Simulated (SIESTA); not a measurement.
# CoPd2O2 in SIESTA: convergence with EnergyShift, part 2 of 2

SIESTA 5.4.2.

### Step 9. With EnergyShift 0.001

run.py

```python
from ase import Atoms
from ase.calculators.siesta import Siesta
from ase.units import Ry, GPa

atoms = Atoms(
    ['Pd', 'O', 'Co', 'O', 'Pd'],
    cell=[
        [2.8449990154, -0.0, 0.0],
        [-1.4224995077, 2.4638414211, 0.0],
        [0.0, 0.0, 20.96],
    ],
    scaled_positions=[
        [0.6666666667, 0.3333333333, 0.3578244275],
        [0.6666666667, 0.3333333333, 0.4534943702],
        [0.0, 0.0, 0.5],
        [0.3333333333, 0.6666666667, 0.5465056298],
        [0.3333333333, 0.6666666667, 0.6421755725],
    ],
    pbc=True,
)

fdf = {
    'SCFMustConverge': False,
    'DM.InitSpin': ['  1   0.000', '  2   0.000', '  3   2.000', '  4   0.000', '  5   0.000'],
    'OccupationFunction': 'FD',
    'ElectronicTemperature': '0.05 eV',
    'Slab.DipoleCorrection': 'vacuum',
    'MaxSCFIterations': '200',
    'SCF.Mixer.Method': 'Pulay',
    'SCF.Mixer.Weight': '0.1',
    'SCF.Mixer.History': '10',
    'SCF.DM.Tolerance': '5.0e-05',
    'SCF.H.Tolerance': '1.0e-03 eV',
    'WriteForces': 'true',
    'Charge.Mulliken': 'end',
    'PAO.Basis': ['Pd.1 5', 'n=4 0 2', '  3.051 0.000', 'n=5 0 2', '  9.500 0.000', 'n=4 1 2', '  3.525 0.000', 'n=5 1 1', '  9.500', 'n=4 2 2', '  6.789 0.000', 'Co.3 5', 'n=3 0 2', '  2.738 0.000', 'n=4 0 2', '  8.212 0.000', 'n=3 1 2', '  3.082 0.000', 'n=4 1 1', '  8.212', 'n=3 2 2', '  5.328 0.000'],
}
calc = Siesta(
    label="CoPd2O2",
    command="siesta < PREFIX.fdf > PREFIX.out",
    pseudo_path="pseudos",
    pseudo_qualifier="",
    xc=('GGA', 'PBE'),
    basis_set="DZP",
    mesh_cutoff=800 * Ry,
    energy_shift=0.001 * Ry,
    kpts=[6, 6, 1],
    spin="collinear",
    fdf_arguments=fdf,
)
atoms.calc = calc

print(f"energy = {atoms.get_potential_energy():.6f} eV")
free = atoms.get_potential_energy(force_consistent=True)
print(f"free energy = {free:.6f} eV")
print("forces (eV/A):")
print(atoms.get_forces(apply_constraint=False).round(6))
print("stress (GPa, Voigt order, tension positive):", (atoms.get_stress() / GPa).round(4))
```

Potentials or basis: PseudoDojo 0.4 standard (PBE files), DZP (energy shift 0.001 Ry; two zetas on semicore shells).

Run with:

```console
$ python run.py
```

The program printed:

```text
Job completed
energy = -12433.628530 eV
free energy = -12433.655365 eV
forces (eV/A):
[[-0.00000e+00  0.00000e+00 -8.13602e-01]
 [ 1.90000e-05 -1.10000e-05  5.29963e-01]
 [ 0.00000e+00 -0.00000e+00 -9.80000e-05]
 [-1.90000e-05  1.10000e-05 -5.29882e-01]
 [ 0.00000e+00 -0.00000e+00  8.13619e-01]]
stress (GPa, Voigt order, tension positive): [ 4.0800e-01  4.0860e-01 -4.1554e+00 -0.0000e+00  0.0000e+00  5.0000e-04]
```

CoPd2O2.fdf:

```text
SystemName	CoPd2O2
SystemLabel	CoPd2O2

Charge.Mulliken	end
%block DM.InitSpin
  1   0.000
  2   0.000
  3   2.000
  4   0.000
  5   0.000
%endblock DM.InitSpin
ElectronicTemperature	0.05 eV
MaxSCFIterations	200
OccupationFunction	FD
%block PAO.Basis
Pd.1 5
n=4 0 2
  3.051 0.000
n=5 0 2
  9.500 0.000
n=4 1 2
  3.525 0.000
n=5 1 1
  9.500
n=4 2 2
  6.789 0.000
Co.3 5
n=3 0 2
  2.738 0.000
n=4 0 2
  8.212 0.000
n=3 1 2
  3.082 0.000
n=4 1 1
  8.212
n=3 2 2
  5.328 0.000
%endblock PAO.Basis
SCF.DM.Tolerance	5.0e-05
SCF.H.Tolerance	1.0e-03 eV
SCF.Mixer.History	10
SCF.Mixer.Method	Pulay
SCF.Mixer.Weight	0.1
SCFMustConverge	False
Slab.DipoleCorrection	vacuum
WriteForces	true

Spin	collinear
SpinPolarized	True	# Backwards compatibility.
XC.functional	GGA
XC.authors	PBE

MeshCutoff	10884.554409746897	eV
PAO.EnergyShift	0.013605693012183622	eV

NumberOfSpecies	3
NumberOfAtoms	5
%block ChemicalSpecieslabel
    1 46 Pd.1 Pd.1.psml
    2 8 O.2 O.2.psml
    3 27 Co.3 Co.3.psml
%endblock ChemicalSpecieslabel

%block PAO.BasisSizes
    Pd.1	DZP
    O.2	DZP
    Co.3	DZP
%endblock PAO.BasisSizes

LatticeConstant	1.0 Ang
%block LatticeVectors
    2.8449990154 -0.0 0.0
    -1.4224995077 2.4638414211 0.0
    0.0 0.0 20.96
%endblock LatticeVectors
AtomicCoordinatesFormat	Ang
%block AtomicCoordinatesAndAtomicSpecies
    1.4224995078422498 0.8212804736178719 7.5000000004 1
    1.4224995078422498 0.8212804736178719 9.505241999392 2
    0.0 0.0 10.48 3
    -1.4225000192865419e-10 1.642560947482128 11.454758000607999 2
    -1.4225000192865419e-10 1.642560947482128 13.4599999996 1
%endblock AtomicCoordinatesAndAtomicSpecies
%block DM.InitSpin
%endblock DM.InitSpin

#KPoint grid
%block kgrid_Monkhorst_Pack
     6       0       0  0.0
     0       6       0  0.0
     0       0       1  0.0
%endblock kgrid_Monkhorst_Pack
```

CoPd2O2.out:

```text
Version         : 5.4.2

[... 6 lines left out ...]
 NOTE: Please see the manual for full details and compatibility measures.

reinit: Reading from standard input
reinit: Dumping input in INPUT_TMP.36942
************************** Dump of input data file ****************************
SystemName	CoPd2O2
SystemLabel	CoPd2O2
Charge.Mulliken	end
%block DM.InitSpin
  1   0.000
  2   0.000
  3   2.000
  4   0.000
  5   0.000
%endblock DM.InitSpin
ElectronicTemperature	0.05 eV
MaxSCFIterations	200
OccupationFunction	FD
%block PAO.Basis
Pd.1 5
n=4 0 2
  3.051 0.000
n=5 0 2
  9.500 0.000
n=4 1 2
  3.525 0.000
n=5 1 1
  9.500
n=4 2 2
  6.789 0.000
Co.3 5
n=3 0 2
  2.738 0.000
n=4 0 2
  8.212 0.000
n=3 1 2
  3.082 0.000
n=4 1 1
  8.212
n=3 2 2
  5.328 0.000
%endblock PAO.Basis
SCF.DM.Tolerance	5.0e-05
SCF.H.Tolerance	1.0e-03 eV
SCF.Mixer.History	10
SCF.Mixer.Method	Pulay
SCF.Mixer.Weight	0.1
SCFMustConverge	False
Slab.DipoleCorrection	vacuum
WriteForces	true
Spin	collinear
SpinPolarized	True	# Backwards compatibility.
XC.functional	GGA
XC.authors	PBE
MeshCutoff	10884.554409746897	eV
PAO.EnergyShift	0.013605693012183622	eV
NumberOfSpecies	3
NumberOfAtoms	5
%block ChemicalSpecieslabel
    1 46 Pd.1 Pd.1.psml
    2 8 O.2 O.2.psml
    3 27 Co.3 Co.3.psml
%endblock ChemicalSpecieslabel
%block PAO.BasisSizes
    Pd.1	DZP
    O.2	DZP
    Co.3	DZP
%endblock PAO.BasisSizes
LatticeConstant	1.0 Ang
%block LatticeVectors
    2.8449990154 -0.0 0.0
    -1.4224995077 2.4638414211 0.0
    0.0 0.0 20.96
%endblock LatticeVectors
[... 1063 lines left out ...]
siesta:      3    0.000000   -0.000000   -0.000098
siesta:      4   -0.000019    0.000011   -0.529882
siesta:      5    0.000000   -0.000000    0.813619
siesta: ----------------------------------------
siesta:    Tot    0.000000    0.000000    0.000000

siesta: Stress tensor (static) (eV/Ang**3):
siesta:     0.002546    0.000003    0.000000
siesta:     0.000003    0.002550   -0.000000
siesta:     0.000000   -0.000000   -0.025936

siesta: Cell volume =        146.921770 Ang**3

siesta: Pressure (static):
siesta:                Solid            Molecule  Units
siesta:           0.00007566         -0.00001864  Ry/Bohr**3
siesta:           0.00694639         -0.00171142  eV/Ang**3
siesta:          11.12935156         -2.74199181  kBar

Basis Enthalpy Calculation:
    Basis Pressure for species 1(Pd.1) :      0.2000000 GPa
    Basis Pressure for species 2(O.2) :      0.2000000 GPa
    Basis Pressure for species 3(Co.3) :      0.2000000 GPa

    Orbital volume contribution        =           5.664443 eV
    (Free)E + p_basis*V_orbitals       =      -12427.990922 eV
    (Free)Eharris+ p_basis*V_orbitals  =      -12427.990930 eV

mulliken: Atomic and Orbital Populations:

mulliken: Spin UP

Species: Pd.1
Atom  Qatom  Qorb
               4s      4s      5s      5s      4py     4pz     4px     4py
               4pz     4px     5py     5pz     5px     4dxy    4dyz    4dz2
               4dxz    4dx2-y2 4dxy    4dyz    4dz2    4dxz    4dx2-y2
   1  9.092   0.970   0.015   0.059   0.128   0.968   0.969   0.968   0.028
              0.031   0.028   0.089   0.038   0.089   0.923   0.830   0.755

              0.830   0.923   0.031   0.136   0.116   0.136   0.031
   5  9.092   0.970   0.015   0.059   0.128   0.968   0.969   0.968   0.028
              0.031   0.028   0.089   0.038   0.089   0.923   0.830   0.755

              0.830   0.923   0.031   0.136   0.116   0.136   0.031

Species: O.2
Atom  Qatom  Qorb
               2s      2s      2py     2pz     2px     2py     2pz     2px
               3Pdxy   3Pdyz   3Pdz2   3Pdxz   3Pdx2-y2
   2  3.375   1.045  -0.092   0.881   0.948   0.881  -0.084  -0.151  -0.084
              0.005   0.008   0.006   0.008   0.005
   4  3.375   1.045  -0.092   0.881   0.948   0.881  -0.084  -0.151  -0.084
              0.005   0.008   0.006   0.008   0.005

Species: Co.3
Atom  Qatom  Qorb
               3s      3s      4s      4s      3py     3pz     3px     3py
               3pz     3px     4py     4pz     4px     3dxy    3dyz    3dz2
               3dxz    3dx2-y2 3dxy    3dyz    3dz2    3dxz    3dx2-y2
   3  8.118   0.987   0.002   0.054   0.008   0.996   0.995   0.996   0.004
              0.006   0.004   0.073   0.085   0.073   0.846   0.748   1.008

              0.748   0.846  -0.083  -0.062  -0.069  -0.062  -0.083

mulliken: Qtot =       33.052

mulliken: Spin DOWN

Species: Pd.1
Atom  Qatom  Qorb
               4s      4s      5s      5s      4py     4pz     4px     4py
               4pz     4px     5py     5pz     5px     4dxy    4dyz    4dz2
               4dxz    4dx2-y2 4dxy    4dyz    4dz2    4dxz    4dx2-y2
   1  8.731   0.968   0.015   0.041   0.140   0.968   0.968   0.968   0.028
              0.032   0.028   0.100   0.032   0.100   0.892   0.838   0.523

              0.838   0.892   0.011   0.127   0.087   0.127   0.011
   5  8.731   0.968   0.015   0.041   0.140   0.968   0.968   0.968   0.028
              0.032   0.028   0.100   0.032   0.100   0.892   0.838   0.523

              0.838   0.892   0.011   0.127   0.087   0.127   0.011

Species: O.2
Atom  Qatom  Qorb
               2s      2s      2py     2pz     2px     2py     2pz     2px
               3Pdxy   3Pdyz   3Pdz2   3Pdxz   3Pdx2-y2
   2  3.312   1.033  -0.088   0.877   0.880   0.877  -0.087  -0.126  -0.087
              0.005   0.008   0.006   0.008   0.005
   4  3.312   1.033  -0.088   0.877   0.880   0.877  -0.087  -0.126  -0.087
              0.005   0.008   0.006   0.008   0.005

Species: Co.3
Atom  Qatom  Qorb
               3s      3s      4s      4s      3py     3pz     3px     3py
               3pz     3px     4py     4pz     4px     3dxy    3dyz    3dz2
               3dxz    3dx2-y2 3dxy    3dyz    3dz2    3dxz    3dx2-y2
   3  7.863   0.986   0.002   0.056   0.005   0.996   0.994   0.996   0.004
              0.006   0.004   0.071   0.084   0.071   0.869   0.621   1.007

              0.621   0.869  -0.087  -0.074  -0.077  -0.074  -0.087

mulliken: Qtot =       31.948

Mulliken Atomic Populations:
Atom #   charge [q] valence [e]      Sz [e]  Species
     1     0.177449   17.822551    0.361274  Pd.1
     2    -0.686712    6.686712    0.063466  O.2
     3     1.018518   15.981482    0.255233  Co.3
     4    -0.686708    6.686708    0.063466  O.2
     5     0.177453   17.822547    0.361273  Pd.1
 Total     0.000000                1.104713

siesta: Electric dipole (a.u.)  =   -0.000000    0.000000    0.000001
siesta: Electric dipole (Debye) =   -0.000000    0.000000    0.000003

Job completed
```

Wall time 6.8 min (1 thread of Arm Neoverse V2, shared host); peak memory 0.65 GiB.

Results:

```yaml
Free_energy: -12433.6554 eV
Largest_force: 0.814 eV/Å
Band_gap_on_the_k_mesh: none (metal or under the smearing width)
Net_moment: 1.10 μB per cell
Site_moments: Pd +0.36; O +0.06; Co +0.26 μB
```

### Step 10. Result

```tsv
EnergyShift	energy less the tightest run, at zero smearing (meV/atom)	largest force (eV/Å)	largest site moment (μB)	SCF cycles	CPU time (s)	peak memory (GiB)
0.05	3490.58	1.656	0.44	40	72	0.33
0.03	1742.91	0.887	0.36	35	82	0.36
0.02	1020.80	0.549	0.36	31	91	0.39
0.01	428.96	0.700	0.36	34	140	0.44
0.005	193.93	0.805	0.36	29	180	0.5
0.003	101.25	0.807	0.36	30	240	0.55
0.002	50.79	0.801	0.36	28	280	0.59
0.001	0.00	0.814	0.36	31	410	0.65
```

Against the tightest run, the largest site moment stays within 0.02 μB from 0.03 on. Not settled before the last step: the energy (to 1 meV/atom), the largest force (to 0.005 eV/Å). The tightest run that finished is the yardstick and may itself not be fully converged.

Caveats: all runs use coarse meshes; short orbitals over semicore shells can move pressures by several GPa; the basis of atomic orbitals isn't converged, which shifts pressures, moduli and gaps; semilocal functionals often make such compounds metallic where correlation or magnetic order opens a gap, which also shifts bond lengths.
